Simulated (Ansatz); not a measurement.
# Ge2H4F2: one species, many methods

One table from this session's results is given with a row withheld; the runs are named, their logs left out.

Method: functionals in def2-TZVPP, the program's frozen cores in correlated methods; program: Ansatz 0.2.0, Gaussian basis.

Levels to be run: LDA (SPW92), PBE-D4, revPBE-D4, BLYP-D4, r2SCAN-D4, B97M-V, PBE0-D4, B3LYP-D4, r2SCANh-D4, r2SCAN0-D4, HSE06-D4, BHLYP-D4, CAM-B3LYP-D4, LC-ωPBE, ωB97X-V, ωB97M-V, B2PLYP, PBE-QIDH; CCSD(T)/def2-SVP; CCSD(T)/def2-TZVPP; MP2/def2-QZVPP; extrapolation to the limit; RPA on PBE.

**The relaxed structure**

All runs share one geometry, relaxed beforehand with PBE0-D4 in a triple-zeta def2 set.

SMILES `[F][GeH]([F])[GeH3]`, 8 atoms, charge 0, spin multiplicity 1.

Atoms are counted from 1 here; the program's logs count them from 0.

Bond lengths: F1–Ge2 1.734 Å, Ge2–F3 1.734 Å, Ge2–Ge4 2.425 Å, Ge2–H5 1.537 Å, Ge4–H6 1.533 Å, Ge4–H7 1.533 Å, Ge4–H8 1.531 Å. Angles: F1–Ge2–F3 104.0°, F1–Ge2–Ge4 108.4°, F1–Ge2–H5 106.2°, F3–Ge2–Ge4 108.4°, F3–Ge2–H5 106.2°, Ge4–Ge2–H5 122.1°, Ge2–Ge4–H6 108.5°, Ge2–Ge4–H7 108.5°, Ge2–Ge4–H8 108.4°, H6–Ge4–H7 110.0°, H6–Ge4–H8 110.7°, H7–Ge4–H8 110.7°.

Set-up of the first run:

Input file in.yaml:

```yaml
crystal:
  periodic: [false, false, false]
  atoms:
    - {symbol: F, position_ang: [1.031701, -1.038397, 1.834545]}
    - {symbol: Ge, position_ang: [1.102943, -0.251646, 0.290489]}
    - {symbol: F, position_ang: [1.643406, -1.496689, -0.789298]}
    - {symbol: Ge, position_ang: [-1.146593, 0.391103, -0.346727]}
    - {symbol: H, position_ang: [2.249929, 0.767623, 0.379921]}
    - {symbol: H, position_ang: [-1.662064, 1.425740, 0.660723]}
    - {symbol: H, position_ang: [-1.098834, 1.005389, -1.750832]}
    - {symbol: H, position_ang: [-2.028287, -0.860224, -0.334623]}
basis:
  gaussian: {orbitals: def2-TZVPP}
hamiltonian: {xc: lda}
output: {orbitals: {seedname: orbitals}}
```

Run with:

```console
$ ansatz run in.yaml --threads 2 --pin off --events-out ev --progress --plain --max-ram 32768MiB --backend cpu
```

Among the steps run: LDA; PBE-D4 (GGA); revPBE-D4 (GGA); BLYP-D4 (GGA); r2SCAN-D4 (meta-GGA); B97M-V (meta-GGA); PBE0-D4 (hybrid); B3LYP-D4 (hybrid); r2SCANh-D4 (hybrid); r2SCAN0-D4 (hybrid); HSE06-D4 (hybrid); BHLYP-D4 (hybrid); CAM-B3LYP-D4 (range-separated); LC-ωPBE (range-separated); ωB97X-V (range-separated); ωB97M-V (range-separated); B2PLYP (double hybrid); PBE-QIDH (double hybrid).

One table of the session follows, with a row left open; its other results are not shown here.

It belongs to the step «Orbital energies across the functionals». 

| functional | HOMO (eV) | gap (eV) |
| --- | --- | --- |
| LDA (SPW92) | -7.57 | 6.06 |
| PBE-D4 | -7.44 | 6.18 |
| revPBE-D4 | -7.39 | 6.25 |
| BLYP-D4 | -7.33 | 6.19 |
| r2SCAN-D4 | -7.78 | 6.76 |
| B97M-V | -7.89 | 6.76 |
| PBE0-D4 | -8.72 | 8.28 |
| B3LYP-D4 | ? | ? |
| r2SCANh-D4 | -8.24 | 7.52 |
| r2SCAN0-D4 | -8.93 | 8.63 |
| HSE06-D4 | -8.32 | 7.51 |
| BHLYP-D4 | -9.87 | 10.30 |
| CAM-B3LYP-D4 | -10.01 | 10.61 |
| LC-ωPBE | -11.27 | 13.07 |
| ωB97X-V | -10.96 | 12.60 |
| ωB97M-V | -10.78 | 12.22 |

Estimate the missing values for B3LYP-D4.

Worked estimate for «HOMO (eV)». Against the share of exact exchange, BLYP-D4 (0, -7.33), BHLYP-D4 (0.5, -9.87) give a slope of -5.08 per unit share; at 0.2 the line stands at -8.35.

**Answer.** HOMO (eV): -8.51; gap (eV): 7.86. In «HOMO (eV)» the line misses by +0.16.
